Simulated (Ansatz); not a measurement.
# C2H7AlSSi: the cost of one run

All numbers below are computed with Ansatz 0.2.0 (RKS B3LYP-D4/6-31G).

### Step 1. The system as given

Bond lengths: Al1–C2 2.019 Å, C2–C3 1.475 Å, C2–Si4 1.921 Å, C3–Si4 1.887 Å, Si4–S5 2.202 Å, Al1–H6 1.658 Å, Al1–H7 1.553 Å, C2–H8 1.070 Å, C3–H9 1.048 Å, C3–H10 1.149 Å, Si4–H11 1.398 Å, S5–H12 1.398 Å. Angles (14 of 22 angles, heavy atoms first): Al1–C2–C3 117.2°, Al1–C2–Si4 108.0°, C3–C2–Si4 66.0°, C2–C3–Si4 68.4°, C2–Si4–C3 45.6°, C2–Si4–S5 111.9°, C3–Si4–S5 106.2°, Al1–C2–H8 123.8°, C3–C2–H8 112.8°, Si4–C2–H8 114.5°, C2–Al1–H6 116.4°, C2–Al1–H7 122.6°, C2–C3–H9 115.7°, C2–C3–H10 113.2°.

Structure file:

```xyz
12

Al    0.0293    0.8404    2.1431
C    -0.6932    0.3790    0.3149
C     0.1694    0.6710   -0.8454
Si    0.2770   -1.1437   -0.3398
S    -0.8751   -2.2680   -1.8426
H    -0.6209    2.1783    2.8756
H     1.1678    0.0310    2.8212
H    -1.7343    0.3807    0.0678
H    -0.3311    0.9049   -1.7359
H     1.1412    1.2140   -0.5626
H     1.5932   -1.4909   -0.0195
H    -0.0464   -1.7519   -2.8429
```

### Step 2. Preparing the start

Contents of input.yaml:

```yaml
crystal:
  periodic: [false, false, false]
  atoms:
    - { symbol: Al, position_ang: [0.0293, 0.8404, 2.1431] }
    - { symbol: C, position_ang: [-0.6932, 0.379, 0.3149] }
    - { symbol: C, position_ang: [0.1694, 0.671, -0.8454] }
    - { symbol: Si, position_ang: [0.277, -1.1437, -0.3398] }
    - { symbol: S, position_ang: [-0.8751, -2.268, -1.8426] }
    - { symbol: H, position_ang: [-0.6209, 2.1783, 2.8756] }
    - { symbol: H, position_ang: [1.1678, 0.031, 2.8212] }
    - { symbol: H, position_ang: [-1.7343, 0.3807, 0.0678] }
    - { symbol: H, position_ang: [-0.3311, 0.9049, -1.7359] }
    - { symbol: H, position_ang: [1.1412, 1.214, -0.5626] }
    - { symbol: H, position_ang: [1.5932, -1.4909, -0.0195] }
    - { symbol: H, position_ang: [-0.0464, -1.7519, -2.8429] }
basis:
  gaussian: { orbitals: "6-31G" }
hamiltonian:
  xc: b3lyp
  dispersion: d4
relax:
  f_tol: 0.02
  max_steps: 40
scf:
  lower_state_search: "off"
```

Started as:

```console
$ ansatz run input.yaml --threads 2 --pin off --max-ram 3072MiB --backend cpu --events-out ev --progress --plain --runs-dir out
```

Q: Estimate wall time and peak memory on 2 threads of Arm Neoverse N1, shared host.

About 67 s, with a peak of 0.17 GiB.
